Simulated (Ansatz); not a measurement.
**AlGaSiH+ (quintet): wave-function methods side by side, cc-pVDZ**

An exercise on one series of results from a longer session: the logs are not shown, and one member is left open.

Method: cc-pVDZ, core rule «outside noble gas», up to 24 orbitals frozen; program: Ansatz 0.2.0, Gaussian basis.

Plan: UHF; CCSD(T) on ROHF; CCSD(T) on UHF; BCCD(T) on ROHF; CISD; CCSDT(Q) on ROHF; CCSDT(Q) on UHF.

29 further runs of the same task are left out: 2 for a known fault of the program, 17 that didn't finish, 10 set aside as unsound or not needed.

## What is computed

The geometry is a PBE0/def2-TZVP stationary point (not a proven minimum) of the parent state, kept for this charge and spin. No spin-orbit coupling is included. The filled d shell of Ga may be among the frozen orbitals whatever the setting's name suggests; the logs give the count.

4 atoms, charge 1, spin multiplicity 5.

Atoms are counted from 1 here; the program's logs count them from 0.

Bond lengths: Ga1–Al2 2.642 Å, Ga1–H4 1.921 Å, Al2–Si3 2.391 Å, Al2–H4 1.811 Å. Angles: Al2–Ga1–H4 43.3°, Ga1–Al2–Si3 171.6°, Ga1–Al2–H4 46.7°, Si3–Al2–H4 125.0°, Ga1–H4–Al2 90.1°.

Coordinates:

```xyz
4
charge 1, multiplicity 5
Ga    0.0000   -0.2796    2.2832
Al    0.0000   -0.4385   -0.3541
Si    0.0000   -0.2324   -2.7363
H     0.0000    0.9506    0.8072
```

The first run:

in.yaml

```yaml
crystal:
  periodic: [false, false, false]
  atoms:
    - {symbol: Ga, position_ang: [-0.000001, -0.279644, 2.283217]}
    - {symbol: Al, position_ang: [0.000001, -0.438476, -0.354113]}
    - {symbol: Si, position_ang: [-0.000002, -0.232433, -2.736259]}
    - {symbol: H, position_ang: [0.000003, 0.950553, 0.807155]}
basis:
  gaussian: {orbitals: cc-pVDZ}
total_charge: 1
magnetization: {spin_polarized: true, initial_magnetization: 4}
hamiltonian: {xc: hf}
output: {orbitals: {seedname: orbitals}}
```

On the command line:

```sh
ansatz run in.yaml --threads 1 --pin off --events-out ev --progress --plain --max-ram 2393MiB
```

Among the steps run: UHF; CCSD(T) on ROHF; CCSD(T) on UHF; BCCD(T) on ROHF; CISD; CCSDT(Q) on ROHF; CCSDT(Q) on UHF.

One of the session's tables, all rows but one given; the rest of the session is left out.

| method | from RCCSDT(Q) (kcal/mol) |
| --- | --- |
| ROHF | +115.52 |
| UHF | +112.86 |
| RMP2 | +32.29 |
| UMP2 | +32.78 |
| CISD | +15.20 |
| RCCSD | +6.31 |
| UCCSD | ? |
| RCCSD(T) | +1.80 |
| UCCSD(T) | +1.81 |
| BCCD(T) | +1.70 |
| RCCSDT | +0.33 |
| UCCSDT | +0.31 |
| RCCSDT(Q) | 0 |
| UCCSDT(Q) | -0.04 |

Estimate the missing values for UCCSD.

**Answer.** from RCCSDT(Q) (kcal/mol): +6.26. In the column «from RCCSDT(Q) (kcal/mol)» it lies between UCCSD(T) (+1.81) and RCCSD (+6.31).

Caveats from the session: Restricted and unrestricted rows rest on different reference determinants; where their highest levels disagree by more than a few hundredths of an eV, they describe different states and don't form one ladder.
